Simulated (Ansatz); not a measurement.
Predict the output of the script below (Ansatz's Python interface).

Script `run_cas.py`:
```python
# -*- coding: utf-8 -*-
import ansatz as az
from ase import Atoms

atoms = Atoms(["S", "Ge", "Se", "H", "H", "H", "H"], positions=[
    [-1.7763, 0.4492, -1.1516],
    [0.0309, 0.4791, 0.0498],
    [1.1311, -1.5594, -0.2796],
    [-2.2497, -0.6321, -0.5047],
    [0.9518, 1.645, -0.4093],
    [-0.3264, 0.6603, 1.548],
    [2.2999, -1.1101, 0.7017],
])
mol = az.Crystal.molecule_from_ase(atoms)

model = (
    mol.calculation()
    .basis(gaussian="def2-SVP")
    .correlation(active_electrons=6, active_orbitals=6)
)
for method in ["sc_nevpt2"]:
    report = (model if method is None else model.correlation(method)).run(threads=1).report
    space = report["configurations"]
    state = space["states"][0]
    print(method or "casscf", f"total {report['free_energy_ev'] / 27.211386246:.6f} Ha, active-space state {state['energy']['hartree']:.6f} Ha, mean field {report['reference_energy_ev'] / 27.211386246:.6f} Ha")
    print("  determinants", state["n_determinants"], " natural occupations", [round(n, 3) for n in space["natural_occupations"]])
print("effectively unpaired electrons, sum of min(n, 2 - n):", round(sum(min(n, 2 - n) for n in space["natural_occupations"]), 3))
```

Running `python run_cas.py` prints:
```text
RunWarning: the results are in doubt because another end's mean lies 0.105 eV lower, and its corrected mean 0.058 eV higher
sc_nevpt2 total -4875.026451 Ha, active-space state -4874.468519 Ha, mean field -4874.423023 Ha
  determinants 400  natural occupations [1.977, 1.977, 1.96, 0.041, 0.023, 0.021]
effectively unpaired electrons, sum of min(n, 2 - n): 0.171
```
(Warnings from the package without file and line.)

Reading the output:
- Total energies depend on the basis set; only differences at equal settings carry meaning.
- The geometry is a force-field or estimated start, not a minimum of this method, and the basis set is short of its limit. The active space starts as a window about the frontier orbitals and is then optimised, not chosen by chemistry.
- A lower CASSCF solution was found and passed over, so the printed active-space state isn't the lowest.
- It ran for 36 s on 1 thread of Arm Neoverse V1, with other jobs on the host, peak memory 0.39 GiB.

(Lines on the test bed's own set-up are left out of the output.)
